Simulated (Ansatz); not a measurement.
Turn this script for the Python package of Ansatz (0.2.0) into the input file that the command-line program reads.

`deck_na8aso3.py`:
```python
"""Single point of Na8AsO3 through the engine session."""

import ansatz as az
import numpy as np

deck = {
    "crystal": {
        "lattice": [[6.006416, 0.0, 0.0], [0.0, 6.006416, 0.0], [0.0, 0.0, 6.006416]],
        "atoms": [
            {"symbol": "Na", "position": [0.265599, 0.265599, 0.265599]},
            {"symbol": "Na", "position": [0.734401, 0.734401, 0.265599]},
            {"symbol": "Na", "position": [0.734401, 0.265599, 0.734401]},
            {"symbol": "Na", "position": [0.265599, 0.734401, 0.734401]},
            {"symbol": "Na", "position": [0.265599, 0.265599, 0.734401]},
            {"symbol": "Na", "position": [0.734401, 0.734401, 0.734401]},
            {"symbol": "Na", "position": [0.734401, 0.265599, 0.265599]},
            {"symbol": "Na", "position": [0.265599, 0.734401, 0.265599]},
            {"symbol": "As", "position": [0.0, 0.0, 0.0]},
            {"symbol": "O", "position": [0.0, 0.5, 0.5]},
            {"symbol": "O", "position": [0.5, 0.5, 0.0]},
            {"symbol": "O", "position": [0.5, 0.0, 0.5]},
        ],
    },
    "kpoints": {"mp_grid": {"kspacing": 0.3}},
    "hamiltonian": {"xc": "pbe"},
    "scf": {"occupations": {"method": "fermi_dirac", "width": 0.15}, "n_extra_bands": 1},
    "basis": {"ecutwfc": "420 eV", "ecutrho_ratio": 4},
    "output": {"forces": True, "stress": True},
}

planned = az.Session.from_dict(deck).plan(threads=1, pin="off")
outcome = planned.execute()
data = outcome.report

print(f"free energy      {data['free_energy_ev']:.5f} eV")
print(f"per atom         {data['free_energy_ev'] / len(outcome.lattice.sites):.5f} eV")
print(f"SCF iterations   {data['n_iterations']}  (converged: {data['converged']})")

# pressure is a third of the trace
stress = np.array(data["stress_gpa"])
print(f"pressure {np.trace(stress) / 3:.3f} GPa")
print("stress tensor, GPa, positive in compression")
print(np.round(stress, 3) + 0.0)
```

```console
$ python deck_na8aso3.py
free energy      -18452.40480 eV
per atom         -1537.70040 eV
SCF iterations   8  (converged: True)
pressure -0.041 GPa
stress tensor, GPa, positive in compression
[[-0.041  0.     0.   ]
 [ 0.    -0.041  0.   ]
 [ 0.     0.    -0.041]]
```

`input.yaml`:
```yaml
crystal:
  lattice:
    - [6.006416, 0.0, 0.0]
    - [0.0, 6.006416, 0.0]
    - [0.0, 0.0, 6.006416]
  atoms:
    - { symbol: Na, position: [0.265599, 0.265599, 0.265599] }
    - { symbol: Na, position: [0.734401, 0.734401, 0.265599] }
    - { symbol: Na, position: [0.734401, 0.265599, 0.734401] }
    - { symbol: Na, position: [0.265599, 0.734401, 0.734401] }
    - { symbol: Na, position: [0.265599, 0.265599, 0.734401] }
    - { symbol: Na, position: [0.734401, 0.734401, 0.734401] }
    - { symbol: Na, position: [0.734401, 0.265599, 0.265599] }
    - { symbol: Na, position: [0.265599, 0.734401, 0.265599] }
    - { symbol: As, position: [0.0, 0.0, 0.0] }
    - { symbol: O, position: [0.0, 0.5, 0.5] }
    - { symbol: O, position: [0.5, 0.5, 0.0] }
    - { symbol: O, position: [0.5, 0.0, 0.5] }
kpoints:
  mp_grid: { kspacing: 0.3 }
hamiltonian:
  xc: pbe
scf:
  occupations: { method: fermi_dirac, width: 0.15 }
  n_extra_bands: 1
basis:
  ecutwfc: "420 eV"
  ecutrho_ratio: 4
output:
  forces: true
  stress: true
```

Launched from the shell:
```console
$ ansatz run input.yaml --threads 1 --pin off --max-ram 3072MiB --backend cpu --events-out ev --progress --plain --runs-dir out
scf.n_extra_bands = 1 over 53 filled bands (N_el = 105.0): the run solves 54 bands
Engine: ansatz 0.2.0, x86_64-unknown-linux-gnu
Pseudopotentials: kind: paw
Pseudopotential: Na, paw, valence charge 9, recommended cutoff 420 eV (normal), Na.paw.azcp
Pseudopotential: As, paw, valence charge 15, recommended cutoff 420 eV (normal), As.paw.azcp
Pseudopotential: O, paw, valence charge 6, recommended cutoff 420 eV (normal), O.paw.azcp
Functional definition: PBE
  parameter kappa = 0.804
  parameter beta = 0.06672455060314922
  exchange = pbe_x(kappa = kappa, mu = beta*pi^2/3)
  correlation = pbe_c(beta = beta)
Crystal: 12 atoms, lattice volume = 216.694 Å³
Basis set: ecut = 420 eV, 4169 PW (Γ), exchange–correlation on 90×90×90 points (8 copies of the dense FFT grid, shifted against one another)
Bands: 54, of which v1, the nominal top of the filled ones, is band 53 counted from 1 (52 counted from 0)
Symmetry: 48 space group operations
Space group: Pm-3m (ITA 221), of the structure as read, at distance tolerance 6.0e-5 Å
k-points: 10 of 64
Non-local potential: Na, projectors of the file, l = 0: 3, l = 1: 2, l = 2: 1
Non-local potential: As, projectors of the file, l = 0: 2, l = 1: 2, l = 2: 3, l = 3: 1
Non-local potential: O, projectors of the file, l = 0: 2, l = 1: 2, l = 2: 1
PAW form: soft (Blöchl's): semilocal exchange-correlation on the pseudo side does not see the compensation charge
PAW one-centre angular grid: Na, 110 points (default); XC on 64 Gauss nodes
PAW one-centre angular grid: As, 590 points (default); XC on 64 Gauss nodes
PAW one-centre angular grid: O, 110 points (default); XC on 64 Gauss nodes
Initial density: superposition of atomic densities (neutral atoms: chi_scale 0, normalization atom), corrected by the library's trained network
Initial wavefunctions: pseudopotential atomic-orbital guess
Functional: x = pbe(κ = 0.804, μ = 0.2195149727645171), c = pbe(β = 0.06672455060314922)
SCF iter   1: F=—  HF=-18452.433976 eV  |F-HF|=—  |Δ(HF+E_count)|=         —  Δρ=3.87e-3  dr2=1.24e-1  ethr=1.77e-3  ⟨swp⟩=5.0  Hψ=1901  notcnv=0
preconditioner: auto → LDOS  [insulator: Δε(μ)=0.767 eV  Ē_g=17.880 eV  σ=0.150 eV  W_gap=0.58  n_scr=56 (ndim 8)  ℏωp=22.4 eV  f_vac=0.133  D(μ)=5.12/eV (n_scr^D=26)  ε∞_Penn≈2.6  β→1.0]
SCF iter   2: F=—  HF=-18452.411282 eV  |F-HF|=—  |Δ(HF+E_count)|=   2.27e-2  Δρ=3.42e-3  dr2=4.90e-2  ethr=1.18e-4  ⟨swp⟩=2.0  Hψ=747  notcnv=0
SCF iter   3: F=—  HF=-18452.409919 eV  |F-HF|=—  |Δ(HF+E_count)|=   1.36e-3  Δρ=2.69e-3  dr2=1.80e-2  ethr=4.66e-5  ⟨swp⟩=2.0  Hψ=698  notcnv=0
SCF iter   4: F=—  HF=-18452.404606 eV  |F-HF|=—  |Δ(HF+E_count)|=   5.31e-3  Δρ=5.03e-4  dr2=7.20e-4  ethr=1.72e-5  ⟨swp⟩=2.0  Hψ=699  notcnv=0
SCF iter   5: F=—  HF=-18452.405016 eV  |F-HF|=—  |Δ(HF+E_count)|=   4.10e-4  Δρ=1.45e-4  dr2=3.57e-5  ethr=6.85e-7  ⟨swp⟩=2.0  Hψ=731  notcnv=0
SCF iter   6: F=—  HF=-18452.404805 eV  |F-HF|=—  |Δ(HF+E_count)|=   2.11e-4  Δρ=8.10e-5  dr2=1.07e-5  ethr=3.40e-8  ⟨swp⟩=2.0  Hψ=1071  notcnv=0
SCF iter   7: F=—  HF=-18452.404802 eV  |F-HF|=—  |Δ(HF+E_count)|=   2.61e-6  Δρ=1.34e-5  dr2=3.67e-7  ethr=1.02e-8  ⟨swp⟩=2.0  Hψ=1061  notcnv=0
SCF iter   8: F=-18452.404803 eV  HF=-18452.404803 eV  |F-HF|=5.29e-8  |Δ(HF+E_count)|=   3.70e-7  Δρ=4.34e-6  dr2=5.35e-8  ethr=2.06e-10  ⟨swp⟩=5.0  Hψ=2048  notcnv=0
SCF 1 converged in 8 iterations: F = -18452.404803 eV  dr2 = 5.35e-8
  greatest PAW one-centre occupation: 0.999 electrons in one spin orbital (limit 2), on the Na atom at site 7 (counted from 0), in its partial waves of l = 0
SCF converged after 8 iterations
Free energy (F): -18452.404803 eV
Harris-Foulkes:  -18452.404803 eV  (|F-HF|=5.29e-8)
Internal energy: -18452.027878 eV  (E = F + TS)
E sigma→0 (E₀):  -18452.216340 eV
Entropy (-TS):   -0.376925 eV (-31.410 meV/atom)
Fermi energy:    3.601674 eV
--- Per-component energies (eV) ---
  E_band       = -2015.368932
  E_kinetic    = 1592.159238
  E_local      = -13177.856461  (includes V_loc(G=0)·N_el)
  E_nonlocal   = 395.352360
  E_hartree    = 5065.345324
  E_xc         = -616.208503
  E_vxc        = -767.143450  (∫ρ·V_xc dr)
  E_paw        = -4411.153228  (= ΣΔE_a)
  E_vpaw       = -188.598192  (= ΣTr[D̂ρ^β])
  E_aug_tail   = 0.006724  (compensation charges beyond the density's cutoff)
  E_ewald      = -7299.673333
  E_smearing   = -0.376925  (= −TS)
  E_closure    = -0.000000  (closes the sum)
  Σ components = -18452.404803   (vs F -18452.404803, Δ=0.00e0)
--- Forces (eV/Å), atoms counted from 1 ---
  atom   1  Na    -0.00192489    -0.00192489    -0.00192489
  atom   2  Na     0.00192489     0.00192489    -0.00192489
  atom   3  Na     0.00192489    -0.00192489     0.00192489
  atom   4  Na    -0.00192489     0.00192489     0.00192489
  atom   5  Na    -0.00192489    -0.00192489     0.00192489
  atom   6  Na     0.00192489     0.00192489     0.00192489
  atom   7  Na     0.00192489    -0.00192489    -0.00192489
  atom   8  Na    -0.00192489     0.00192489    -0.00192489
  atom   9  As     0.00000000    -0.00000000     0.00000000
  atom  10  O      0.00000000     0.00000000     0.00000000
  atom  11  O      0.00000000    -0.00000000    -0.00000000
  atom  12  O      0.00000000    -0.00000000    -0.00000000
  max |Σ_I F_I| component: 3.90e-18 eV/Å
--- Stress (GPa, compression-positive) ---
       -0.040638       0.000000       0.000000
        0.000000      -0.040638       0.000000
        0.000000       0.000000      -0.040638
  P = ⅓ Tr σ = -0.0406 GPa (-0.406 kbar)
--- Band table (eV; the first three rows and the last of 10) ---
  k-point 0: bands = ["-47.5243", "-47.5094", "-47.5094", "-47.5094", "-47.4950", "-47.4950", "-47.4950", "-47.4811", "-29.9252", "-29.9252", "-29.9252", "-29.9179", "-29.9179", "-19.6082", "-19.5510", "-19.5510", "-19.5510", "-19.5321", "-19.5321", "-19.4980", "-19.4980", "-19.4980", "-19.4881", "-19.4881", "-19.4881", "-19.3806", "-19.3612", "-19.3612", "-19.3612", "-19.3572", "-19.3572", "-19.3572", "-19.3211", "-19.3211", "-19.3211", "-19.3056", "-19.3056", "-11.6939", "-11.5830", "-11.5830", "-5.2233", "1.7521", "1.7521", "1.7521", "2.5448", "2.5448", "2.5448", "2.6082", "2.6082", "2.6082", "3.5256", "3.5256", "3.5256", "4.4855"]
  k-point 1: bands = ["-47.5230", "-47.5106", "-47.5082", "-47.5082", "-47.4962", "-47.4962", "-47.4939", "-47.4823", "-29.9252", "-29.9252", "-29.9252", "-29.9179", "-29.9179", "-19.5982", "-19.5578", "-19.5410", "-19.5410", "-19.5290", "-19.5139", "-19.5021", "-19.5021", "-19.4912", "-19.4824", "-19.4767", "-19.4767", "-19.3885", "-19.3794", "-19.3728", "-19.3728", "-19.3587", "-19.3552", "-19.3552", "-19.3293", "-19.3293", "-19.3197", "-19.3161", "-19.3070", "-11.6790", "-11.5965", "-11.5829", "-5.2199", "1.7846", "1.8650", "1.8650", "2.3975", "2.4677", "2.4677", "2.5595", "2.6023", "2.6023", "3.0603", "3.4555", "3.4555", "5.1751"]
  k-point 2: bands = ["-47.5215", "-47.5122", "-47.5067", "-47.5067", "-47.4977", "-47.4977", "-47.4925", "-47.4837", "-29.9252", "-29.9252", "-29.9252", "-29.9179", "-29.9179", "-19.5837", "-19.5692", "-19.5292", "-19.5292", "-19.5253", "-19.5085", "-19.5085", "-19.4950", "-19.4848", "-19.4607", "-19.4575", "-19.4575", "-19.4125", "-19.4025", "-19.3935", "-19.3935", "-19.3551", "-19.3525", "-19.3525", "-19.3364", "-19.3364", "-19.3278", "-19.3178", "-19.3088", "-11.6551", "-11.6189", "-11.5828", "-5.2165", "1.8564", "2.0658", "2.0658", "2.2184", "2.2795", "2.2795", "2.5137", "2.6207", "2.6207", "2.7774", "3.3858", "3.3858", "5.9315"]
  k-point 9: bands = ["-47.5160", "-47.5068", "-47.5068", "-47.5068", "-47.4978", "-47.4978", "-47.4978", "-47.4889", "-29.9252", "-29.9252", "-29.9252", "-29.9179", "-29.9179", "-19.5418", "-19.5136", "-19.5136", "-19.5136", "-19.4792", "-19.4792", "-19.4792", "-19.4560", "-19.4560", "-19.4473", "-19.4415", "-19.4415", "-19.4415", "-19.4027", "-19.4027", "-19.4027", "-19.4005", "-19.4005", "-19.4005", "-19.3634", "-19.3634", "-19.3634", "-19.3515", "-19.3515", "-11.6169", "-11.6169", "-11.6169", "-5.1852", "1.3294", "1.5968", "1.5968", "1.5968", "2.5516", "2.5516", "2.7753", "2.7753", "2.7753", "3.5560", "3.5560", "3.5560", "7.2293"]
```

Caveats:
- The settings weren't tested for convergence.
- The cell holds an odd number of electrons and is run without spin, so a magnetic state may lie lower.
- The mesh is modest for a metal, so energies can be off by several to tens of meV an atom and pressures by half a GPa or more; differences at equal mesh fare better.
- The smearing is wide enough that free energy and stress hold a thermal part of the electrons.
- This cell is a computed structure, which may not be the phase found in nature.
- Finished in 7.7 s on 1 thread of Intel(R) Xeon(R) Platinum 8488C (Sapphire Rapids), with other jobs on the host, peak memory 0.57 GiB.

(Lines on the test bed's own set-up are left out of the output.)
